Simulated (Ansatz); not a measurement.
# CH7N3Si: the cost of one run

Program: Ansatz 0.2.0. Level of theory: RKS PBE0-D4/def2-SVP. These are calculated values, not measurements.

## Step 1: The system as given

Bond lengths: N1–C2 1.293 Å, C2–N3 1.251 Å, N3–Si4 1.774 Å, Si4–N5 1.620 Å, N1–H6 1.064 Å, N1–H7 1.039 Å, C2–H8 1.079 Å, Si4–H9 1.413 Å, Si4–H10 1.531 Å, N5–H11 1.058 Å, N5–H12 1.022 Å. Angles (14 of 16 angles, heavy atoms first): N1–C2–N3 120.0°, C2–N3–Si4 118.3°, N3–Si4–N5 101.1°, N1–C2–H8 114.8°, N3–C2–H8 125.2°, C2–N1–H6 119.5°, C2–N1–H7 116.1°, N3–Si4–H9 109.2°, N3–Si4–H10 106.3°, N5–Si4–H9 113.2°, N5–Si4–H10 110.4°, Si4–N5–H11 106.4°, Si4–N5–H12 106.8°, H6–N1–H7 109.2°.

Coordinates:

```xyz
12

N    -1.8639    1.4917   -0.3777
C    -1.1645    0.4051   -0.4253
N    -0.0681    0.3400    0.1741
Si    0.8664   -1.1631    0.0594
N     2.1708   -0.7886    0.9440
H    -2.4612    1.7670   -1.2143
H    -1.3755    2.3342   -0.0146
H    -1.5925   -0.3824   -1.0261
H     1.1681   -1.4203   -1.2972
H     0.0361   -2.2397    0.7635
H     1.8114   -0.4781    1.8891
H     2.5499    0.0790    0.5590
```

## Step 2: Relaxing end A

The input, input.yaml:

```yaml
crystal:
  periodic: [false, false, false]
  atoms:
    - { symbol: "N", position_ang: [-1.8639, 1.4917, -0.3777] }
    - { symbol: C, position_ang: [-1.1645, 0.4051, -0.4253] }
    - { symbol: "N", position_ang: [-0.0681, 0.34, 0.1741] }
    - { symbol: Si, position_ang: [0.8664, -1.1631, 0.0594] }
    - { symbol: "N", position_ang: [2.1708, -0.7886, 0.944] }
    - { symbol: H, position_ang: [-2.4612, 1.767, -1.2143] }
    - { symbol: H, position_ang: [-1.3755, 2.3342, -0.0146] }
    - { symbol: H, position_ang: [-1.5925, -0.3824, -1.0261] }
    - { symbol: H, position_ang: [1.1681, -1.4203, -1.2972] }
    - { symbol: H, position_ang: [0.0361, -2.2397, 0.7635] }
    - { symbol: H, position_ang: [1.8114, -0.4781, 1.8891] }
    - { symbol: H, position_ang: [2.5499, 0.079, 0.559] }
basis:
  gaussian: { orbitals: def2-SVP }
hamiltonian:
  xc: pbe0
  dispersion: d4
relax:
  f_tol: 0.015
  max_steps: 40
output:
  orbitals: {}
```

Command:

```
> ansatz run input.yaml --threads 2 --pin off --max-ram 3072MiB --backend cpu --events-out ev --progress --plain --runs-dir out
```

What time and memory should one allow on 2 threads of Arm Neoverse V1, shared host?

About 46 s, with a peak of 0.24 GiB.
